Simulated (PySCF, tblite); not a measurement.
**C5H8BClO: geometry, infrared bands and NMR shifts**

What infrared bands and NMR shifts should C5H8BClO (`CO[C@@H]1BC=C[C@H]1Cl`) show?

Computed with tblite 0.8.0 and PySCF 2.14.0, with density-fitted response routines of our own, on a single molecule in the gas phase. Atoms are numbered from 0 throughout.

### Step 1. The starting structure

16 atoms, charge 0, multiplicity 1; geometry from: force field or distance geometry start.

Bonds of the start (Å): C0–O1 1.42, O1–C2 1.35, C2–B3 1.63, B3–C4 1.58, C4–C5 1.32, C5–C6 1.48, C6–Cl7 1.78, C6–C2 1.51, C0–H8 1.10, C0–H9 1.08, C0–H10 1.13, C2–H11 1.12, B3–H12 1.16, C4–H13 1.11, C5–H14 1.09, C6–H15 1.14.

### Step 2. Relaxing the molecule with GFN2-xTB

What the job is given:

```
{"job": {"kind": "relax", "xc": "GFN2-xTB", "basis": "xTB"}, "charge": 0, "multiplicity": 1}
C      2.371100    -0.099900     0.684000
O      1.066800     0.115200     1.211300
C      0.230600     0.036300     0.153600
B     -0.611000     1.410200    -0.078700
C     -1.798200     0.854300    -0.956000
C     -1.917400    -0.429600    -0.683600
C     -0.942700    -0.900600     0.322500
Cl    -0.436900    -2.582800     0.056900
H      2.370600    -1.093500     0.211800
H      3.159900     0.102100     1.396000
H      2.428100     0.681400    -0.130300
H      0.769900    -0.158100    -0.804800
H     -0.245100     2.503000     0.068300
H     -2.397100     1.442200    -1.678500
H     -2.663700    -1.063700    -1.153500
H     -1.392500    -0.807500     1.369500
```

Run with:

```sh
$ OMP_NUM_THREADS=1 python probes_run.py task.json out
```

This one command runs all jobs of the session in turn.

**Question.** This job is followed by: GFN2-xTB harmonic vibrations, gas phase; GIAO PBE0/pcSseg-1 NMR shielding, non-relativistic, gas phase. Predict these results of the whole session: strongest single infrared mode (GFN2-xTB); zero-point energy (GFN2-xTB); 13C shifts against TMS (PBE0/pcSseg-1); 1H shifts against TMS (PBE0/pcSseg-1, means over atoms taken as alike); 17O shifts against H2O (PBE0/pcSseg-1); 11B shifts against BF3·OEt2 (PBE0/pcSseg-1); 35Cl shifts against HCl (PBE0/pcSseg-1).

As calculated:

| quantity | value |
| --- | --- |
| strongest single infrared mode (GFN2-xTB) | 2726 cm⁻¹, 107 km/mol |
| zero-point energy (GFN2-xTB) | 75.2 kcal/mol |
| 13C shifts against TMS (PBE0/pcSseg-1) | 184.7, 147.8, 99.1, 73.4, 64.4 ppm |
| 1H shifts against TMS (PBE0/pcSseg-1, means over atoms taken as alike) | 7.80, 7.19, 7.00, 4.81, 3.84, 3.76 ppm |
| 17O shifts against H2O (PBE0/pcSseg-1) | 41.8 ppm |
| 11B shifts against BF3·OEt2 (PBE0/pcSseg-1) | 73.0 ppm |
| 35Cl shifts against HCl (PBE0/pcSseg-1) | 199 ppm |

Relaxing lowered the energy by 0.934 eV in 120 steps; the close pair that moved most is O1–C2, from 1.351 to 1.407 Å. All 42 modes are real, so the xTB geometry is a minimum. The strongest single mode, at 2726 cm⁻¹, moves mainly H12. Unscaled tight-binding wavenumbers are off by several per cent, some by more. Its intensities can rank the bands wrongly. At PBE0/pcSseg-1: The widest tensor belongs to Cl7: span 505 ppm, with a paramagnetic part of -398 ppm.
